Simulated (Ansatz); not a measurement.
**FHSSi: interaction energy of a dimer with the counterpoise correction, by script**

How strongly do two molecules of FHSSi bind, and how much of that is basis error? Aim: the interaction energy of a dimer with the counterpoise correction, for FHSSi, run from a script. SMILES: F[Si]S.

Program: Ansatz 0.2.0, driven from Python. Level of theory: PBE0/def2-SVP. These are calculated values, not measurements.

## 1. The structure

Bond lengths: F1–Si2 1.589 Å, Si2–S3 2.139 Å, S3–H4 1.265 Å. Angles: F1–Si2–S3 105.6°, Si2–S3–H4 98.4°.

The script holds or builds the structure itself.

## 2. The script

fhssi.py

```python
"""Interaction energy of two FHSSi molecules, with the counterpoise correction."""

import ansatz as az

FIRST = [
    ("F", (-1.1946, 0.0517, 1.1544)),
    ("Si", (0.0488, 0.9593, 0.7605)),
    ("S", (0.9619, -0.0086, -0.9148)),
    ("H", (0.1838, -1.0023, -1.0)),
]
SECOND = [
    ("F", (2.0939, -2.6331, 0.7731)),
    ("Si", (1.3005, -3.9175, 0.2774)),
    ("S", (-0.7543, -3.3283, 0.1897)),
    ("H", (-0.6212, -2.1359, 0.5905)),
]

def energy(atoms, ghosts=()):
    molecule = az.Crystal.molecule()
    for symbol, xyz in atoms:
        molecule = molecule.atom(symbol, xyz)
    calc = (
        molecule.calculation()
        .basis(gaussian="def2-SVP")
        .functional("PBE0")
    )
    deck = calc.input()
    if ghosts:
        deck = deck.set(az.key.basis.gaussian.ghost_atoms, [{"symbol": s, "position_ang": list(xyz)} for s, xyz in ghosts])
    return az.Session.from_dict(deck).plan().execute().report["free_energy_ev"]

# monomers in their own basis and in the basis of the dimer
both = energy(FIRST + SECOND)
alone = energy(FIRST) + energy(SECOND)
ghosted = energy(FIRST, SECOND) + energy(SECOND, FIRST)
print(f"dimer {both:.6f} eV")
print(f"interaction, uncorrected   {96.485332 * (both - alone):8.3f} kJ/mol")
print(f"interaction, counterpoise  {96.485332 * (both - ghosted):8.3f} kJ/mol")
print(f"basis-set superposition    {96.485332 * (alone - ghosted):8.3f} kJ/mol")
```

## 3. What the engine is handed

The engine receives this input (first run):

```yaml
crystal:
  periodic: [false, false, false]
  atoms:
    - { symbol: F, position_ang: [-1.1946, 0.0517, 1.1544] }
    - { symbol: Si, position_ang: [0.0488, 0.9593, 0.7605] }
    - { symbol: S, position_ang: [0.9619, -0.0086, -0.9148] }
    - { symbol: H, position_ang: [0.1838, -1.0023, -1.0] }
    - { symbol: F, position_ang: [2.0939, -2.6331, 0.7731] }
    - { symbol: Si, position_ang: [1.3005, -3.9175, 0.2774] }
    - { symbol: S, position_ang: [-0.7543, -3.3283, 0.1897] }
    - { symbol: H, position_ang: [-0.6212, -2.1359, 0.5905] }
basis:
  gaussian:
    orbitals: def2-SVP
hamiltonian:
  xc: pbe0
```

## 4. Running it

Started as:

```
python fhssi.py
```

The log of the run:

```text
dimer -42858.969575 eV
interaction, uncorrected     -0.767 kJ/mol
interaction, counterpoise     9.530 kJ/mol
basis-set superposition      10.298 kJ/mol
```

Run time: 14 s. Hardware: 1 thread of Arm Neoverse V1, shared host; peak memory 0.3 GiB.

## 5. Inputs of later runs

The engine's inputs for some of the other runs:

Run 3, against run 1:

```diff
@@ -4,4 +3,0 @@
-    - { symbol: F, position_ang: [-1.1946, 0.0517, 1.1544] }
-    - { symbol: Si, position_ang: [0.0488, 0.9593, 0.7605] }
-    - { symbol: S, position_ang: [0.9619, -0.0086, -0.9148] }
-    - { symbol: H, position_ang: [0.1838, -1.0023, -1.0] }
```

Run 4, against run 1:

```diff
@@ -8,4 +7,0 @@
-    - { symbol: F, position_ang: [2.0939, -2.6331, 0.7731] }
-    - { symbol: Si, position_ang: [1.3005, -3.9175, 0.2774] }
-    - { symbol: S, position_ang: [-0.7543, -3.3283, 0.1897] }
-    - { symbol: H, position_ang: [-0.6212, -2.1359, 0.5905] }
@@ -14,0 +11,5 @@
+    ghost_atoms:
+      - { symbol: F, position_ang: [2.0939, -2.6331, 0.7731] }
+      - { symbol: Si, position_ang: [1.3005, -3.9175, 0.2774] }
+      - { symbol: S, position_ang: [-0.7543, -3.3283, 0.1897] }
+      - { symbol: H, position_ang: [-0.6212, -2.1359, 0.5905] }
```

Run 5, against run 1:

```diff
@@ -4,4 +3,0 @@
-    - { symbol: F, position_ang: [-1.1946, 0.0517, 1.1544] }
-    - { symbol: Si, position_ang: [0.0488, 0.9593, 0.7605] }
-    - { symbol: S, position_ang: [0.9619, -0.0086, -0.9148] }
-    - { symbol: H, position_ang: [0.1838, -1.0023, -1.0] }
@@ -14,0 +11,5 @@
+    ghost_atoms:
+      - { symbol: F, position_ang: [-1.1946, 0.0517, 1.1544] }
+      - { symbol: Si, position_ang: [0.0488, 0.9593, 0.7605] }
+      - { symbol: S, position_ang: [0.9619, -0.0086, -0.9148] }
+      - { symbol: H, position_ang: [0.1838, -1.0023, -1.0] }
```

Lines on the test bed's own set-up are left out of the output.

## 6. The engine's runs

From the records of these 5 runs:

| run | system | ghost atoms | energy (eV) | SCF cycles | CPU time (s) |
| --- | --- | --- | --- | --- | --- |
| 1 | F2H2S2Si2 | not set | -42858.9696 | 17 | 4.7 |
| 2 | FHSSi | not set | -21429.4808 | 16 | 1.1 |
| 3 | FHSSi | not set | -21429.4808 | 16 | 1.1 |
| 4 | FHSSi | a list of 4 | -21429.5409 | 15 | 3.1 |
| 5 | FHSSi | a list of 4 | -21429.5275 | 15 | 3 |

Totals carry meaning only in balanced differences at one level of theory.

## 7. What came out

| quantity | value |
| --- | --- |
| interaction energy, uncorrected | -0.767 kJ/mol |
| interaction energy, counterpoise | 9.530 kJ/mol |
| runs compared | 5 |

In words: The counterpoise correction turns the binding into repulsion: what looked like attraction was the basis set's error. Uncorrected it is -0.767 kJ/mol, with the counterpoise correction 9.530 kJ/mol; the difference, 10.30 kJ/mol, is the superposition error. The sign changes with the correction, so this basis doesn't settle it. Reading the output:
- The dimer is a generated trial pose of unrelaxed monomers, not a minimum, so the figure is no binding energy, and the basis set is small.
- This level lacks the dispersion part of the attraction (electrostatics and induction are there), which can decide the sign where the interaction is weak.
